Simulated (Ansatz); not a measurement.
# The cluster ZrH₄O₄: a spread of methods and bases

How do the results and run time of the cluster ZrH₄O₄ respond when the settings are drawn wide?

Program: Ansatz 0.2.0, Gaussian basis. Level of theory: the settings change from run to run. These are calculated values, not measurements.

1 further run of the same task is left out (for a known fault of the program).

**1. The relaxed structure**

The geometry comes from an earlier relaxation with PBE-D4/def2-SVP; it is a stationary point, not always the lowest conformer. Zr takes a core potential in def2 sets; no spin-orbit term is included.

9 atoms, charge 0, spin multiplicity 1.

Atoms are counted from 1 here; the program's logs count them from 0.

Bond lengths: Zr1–O2 2.296 Å, Zr1–O3 2.048 Å, Zr1–O4 1.922 Å, Zr1–O5 1.927 Å, Zr1–H9 1.883 Å, O2–O3 1.484 Å, O2–H8 0.983 Å, O4–H6 0.966 Å, O5–H7 0.967 Å. Angles: O2–Zr1–O3 39.4°, O2–Zr1–O4 139.6°, O2–Zr1–O5 101.7°, O2–Zr1–H9 84.8°, O3–Zr1–O4 104.4°, O3–Zr1–O5 115.3°, O3–Zr1–H9 113.0°, O4–Zr1–O5 113.3°, O4–Zr1–H9 101.9°, O5–Zr1–H9 108.2°, Zr1–O2–O3 61.2°, Zr1–O2–H8 112.6°, O3–O2–H8 102.7°, Zr1–O3–O2 79.3°, Zr1–O4–H6 177.9°, Zr1–O5–H7 161.3°.

**2. wB97X/def2-mTZVPP**

Options: unrestricted orbitals, atoms shaken by 0.03 Å, a point charge of 0.50 e beside it, the search for lower states set to light.

The input, in.yaml:

```yaml
crystal:
  periodic: [false, false, false]
  atoms:
    - {symbol: Zr, position_ang: [-0.163154, -0.158794, -0.032933]}
    - {symbol: O, position_ang: [1.407784, 1.437541, -0.593906]}
    - {symbol: O, position_ang: [1.487158, 0.754560, 0.741142]}
    - {symbol: O, position_ang: [-0.221061, -1.751900, 0.936665]}
    - {symbol: O, position_ang: [-1.758664, 0.823949, -0.076368]}
    - {symbol: H, position_ang: [-0.349628, -2.584649, 1.530021]}
    - {symbol: H, position_ang: [-2.641799, 1.247677, 0.232080]}
    - {symbol: H, position_ang: [2.155434, 1.062843, -1.080189]}
    - {symbol: H, position_ang: [0.072623, -0.822771, -1.757387]}
basis:
  gaussian: {orbitals: def2-mTZVPP, point_charges: [{charge: 0.50, position_ang: [4.774, 0.034, -0.663]}]}
magnetization: {spin_polarized: true, initial_magnetization: 0}
hamiltonian: {xc: {name: wB97X}}
scf: {lower_state_search: light}
```

On the command line:

```
> ansatz run in.yaml --threads 4 --pin off --events-out ev --progress --plain --max-ram 3916MiB
```

What it wrote:

```text
Functional definition: wB97X
  name "wB97X"
  cite "Chai & Head-Gordon, J. Chem. Phys. 128, 084106 (2008) doi:10.1063/1.2834918"
  cite "Becke, J. Chem. Phys. 107, 8554 (1997) doi:10.1063/1.475007"
  parameter omega = 0.3/bohr
  parameter cx = 0.157706
  parameter cx1 = 0.726479
  parameter cx2 = 1.04760
  parameter cx3 = -5.70635
  parameter cx4 = 13.2794
  parameter css1 = -4.33879
  parameter css2 = 18.2308
  parameter css3 = -31.7430
  parameter css4 = 17.2901
  parameter cos1 = 2.37031
  parameter cos2 = -11.3995
  parameter cos3 = 6.58405
  parameter cos4 = -3.78132
  # The coefficients of nought are those of the uniform gas.
  exchange = spin_sum(e_x_unif_sr(omega)*poly(b97_u_x, 1 - cx, cx1, cx2, cx3, cx4)) + cx*exact_x_sr(omega)
      + exact_x_lr(omega)
  correlation = spin_sum(e_c_pw_same_spin*poly(b97_u_same, 1, css1, css2, css3, css4))
      + integral(e_c_pw_opposite_spin*poly(b97_u_opposite, 1, cos1, cos2, cos3, cos4))
1188 factors; their error is unknown
400 factors; integrals over basis functions are off by at most 1.3e-5 eV
mean field evaluation 1: about -9525.5309 eV, gradient 5.8e1 eV
mean field evaluation 2: about -9516.5616 eV, gradient 7.8e1 eV
mean field evaluation 4: about -9536.3843 eV, gradient 2.4e0 eV
mean field evaluation 8: about -9536.4110 eV, gradient 1.9e-1 eV
mean field evaluation 16: about -9536.4310 eV, gradient 2.7e-4 eV
mean field -9536.43101173 eV, -350.4573756561 hartree, gradient 7.8e-5 eV, S^2 0.000000; 0 other end points of the search recorded, 0 dependent functions left out
reference -9536.43094749 eV, -350.4573732953 hartree; 24, 24 occupied and 125, 125 virtual orbitals, 1188 factors
Total energy: -9536.43094749 eV, -350.4573732953 hartree
```

It took 8.5 s on 4 threads of Arm Neoverse V1, shared host; peak memory 0.69 GiB.

⟨S²⟩ 0.000.

**3. CAM-B3LYP/def2-TZVP**

The input, in.yaml:

```yaml
crystal:
  periodic: [false, false, false]
  atoms:
    - {symbol: Zr, position_ang: [-0.155930, -0.171179, -0.032588]}
    - {symbol: O, position_ang: [1.394739, 1.422151, -0.605791]}
    - {symbol: O, position_ang: [1.478496, 0.793197, 0.736196]}
    - {symbol: O, position_ang: [-0.278126, -1.793527, 0.990712]}
    - {symbol: O, position_ang: [-1.789327, 0.851797, -0.038528]}
    - {symbol: H, position_ang: [-0.346640, -2.589740, 1.534199]}
    - {symbol: H, position_ang: [-2.605293, 1.276244, 0.259989]}
    - {symbol: H, position_ang: [2.171770, 1.041622, -1.071441]}
    - {symbol: H, position_ang: [0.130310, -0.830566, -1.772759]}
basis:
  gaussian: {orbitals: def2-TZVP}
hamiltonian: {xc: {name: CAM-B3LYP}}
scf: {omitted_lower_state_checks: [starts]}
output: {forces: true}
```

Same command.

What it wrote, shortened:

```text
Functional definition: CAM-B3LYP
  name "CAM-B3LYP"
  cite "Yanai, Tew & Handy, Chem. Phys. Lett. 393, 51 (2004) doi:10.1016/j.cplett.2004.06.011"
  cite "Iikura, Tsuneda, Yanai & Hirao, J. Chem. Phys. 115, 3540 (2001) doi:10.1063/1.1383587"
  cite "Becke, Phys. Rev. A 38, 3098 (1988) doi:10.1103/PhysRevA.38.3098"
  cite "Lee, Yang & Parr, Phys. Rev. B 37, 785 (1988) doi:10.1103/PhysRevB.37.785"
  cite "Vosko, Wilk & Nusair, Can. J. Phys. 58, 1200 (1980) doi:10.1139/p80-159"
[...]
  # Exact exchange under (alpha + beta erf(omega r))/r, Becke's under what is left of 1/r.
[...]
1135 factors; their error is unknown
311 factors; integrals over basis functions are off by at most 1.2e-5 eV
[...]
mean field -9536.24529725 eV, -350.4505507745 hartree, gradient 3.7e-5 eV, S^2 0.000000; 0 other end points of the search recorded, 0 dependent functions left out
[...]
Total energy: -9536.24545746 eV, -350.4505566624 hartree
Atom 0 at    -0.155930    -0.171179    -0.032588 Å, force     0.088577     0.053306    -0.091267 eV/Å
Atom 1 at     1.394739     1.422151    -0.605791 Å, force     0.492024    -0.704426     0.254385 eV/Å
Atom 2 at     1.478496     0.793197     0.736196 Å, force    -0.143927     0.186082    -0.593593 eV/Å
Atom 3 at    -0.278126    -1.793527     0.990712 Å, force    -0.072543    -0.380062     0.314078 eV/Å
Atom 4 at    -1.789327     0.851797    -0.038528 Å, force    -0.417579     0.190554     0.259994 eV/Å
Atom 5 at    -0.346640    -2.589740     1.534199 Å, force     0.058146     0.550829    -0.388227 eV/Å
Atom 6 at    -2.605293     1.276244     0.259989 Å, force     0.562095    -0.288392    -0.228756 eV/Å
Atom 7 at     2.171770     1.041622    -1.071441 Å, force    -0.542362     0.346027     0.326239 eV/Å
Atom 8 at     0.130310    -0.830566    -1.772759 Å, force    -0.024430     0.046082     0.147146 eV/Å
Dipole moment:    -0.127718    -0.124068     0.211997 e Å
Checks for a lower state left out: starts
```

Wall time 3.3 s (4 threads of Arm Neoverse V1, shared host).

Largest force 0.896 eV/Å, dipole 1.33 D.

**4. BHLYP/def2-mTZVPP**

in.yaml: that of step 3 with these lines changed.

```diff
@@ -13,5 +13,3 @@
 basis:
-  gaussian: {orbitals: def2-TZVP}
-hamiltonian: {xc: {name: CAM-B3LYP}}
-scf: {omitted_lower_state_checks: [starts]}
-output: {forces: true}
+  gaussian: {orbitals: def2-mTZVPP}
+hamiltonian: {xc: {name: BHLYP}}
```

Launched as before.

What it wrote:

```text
Functional definition: BHLYP
  name "BHLYP"
  cite "Becke, J. Chem. Phys. 98, 1372 (1993) doi:10.1063/1.464304"
  cite "Becke, Phys. Rev. A 38, 3098 (1988) doi:10.1103/PhysRevA.38.3098"
  cite "Lee, Yang & Parr, Phys. Rev. B 37, 785 (1988) doi:10.1103/PhysRevB.37.785"
  parameter a = 0.5
  exchange = (1 - a)*b88_x + a*exact_x
  correlation = lyp_c
1386 factors; their error is unknown
mean field evaluation 1: about -9521.8695 eV, gradient 7.9e1 eV
mean field evaluation 2: about -9505.9226 eV, gradient 1.2e2 eV
mean field evaluation 4: about -9532.0768 eV, gradient 3.7e0 eV
mean field evaluation 8: about -9532.1002 eV, gradient 1.6e-1 eV
mean field evaluation 16: about -9532.1833 eV, gradient 4.0e-4 eV
mean field -9532.18327221 eV, -350.3012741078 hartree, gradient 5.1e-5 eV, S^2 0.000000; 0 other end points of the search recorded, 0 dependent functions left out
reference -9532.18348823 eV, -350.3012820465 hartree; 24, 24 occupied and 125, 125 virtual orbitals, 1386 factors
Total energy: -9532.18348823 eV, -350.3012820465 hartree
```

Run time: 1.8 s. Hardware: 4 threads of Arm Neoverse V1, shared host.

**5. The runs in one table**

```tsv
level	charge	multiplicity	geometry	functions	energy (eV)	time
wB97X/def2-mTZVPP	0	1	shaken, point charge	149	-9536.431	8.5 s
CAM-B3LYP/def2-TZVP	0	1	relaxed	188	-9536.245	3.3 s
BHLYP/def2-mTZVPP	0	1	relaxed	149	-9532.183	1.8 s
```

**6. Results**

| quantity | value |
| --- | --- |
| runs | 3 |
| quickest | BHLYP/def2-mTZVPP, 1.8 s |
| slowest | wB97X/def2-mTZVPP, 8.5 s |
| spread of total energies, same state and geometry | 4.1 eV |

In words: Run time spans a factor of 5, from BHLYP/def2-mTZVPP to wB97X/def2-mTZVPP. The jobs differ in tasks and options as well as level. The totals spread over 4 eV; they can't be compared across methods or bases. At the PBE-D4/def2-SVP geometry and in the same state, runs without warnings or point charges leave forces up to 0.90 eV/Å (CAM-B3LYP/def2-TZVP).
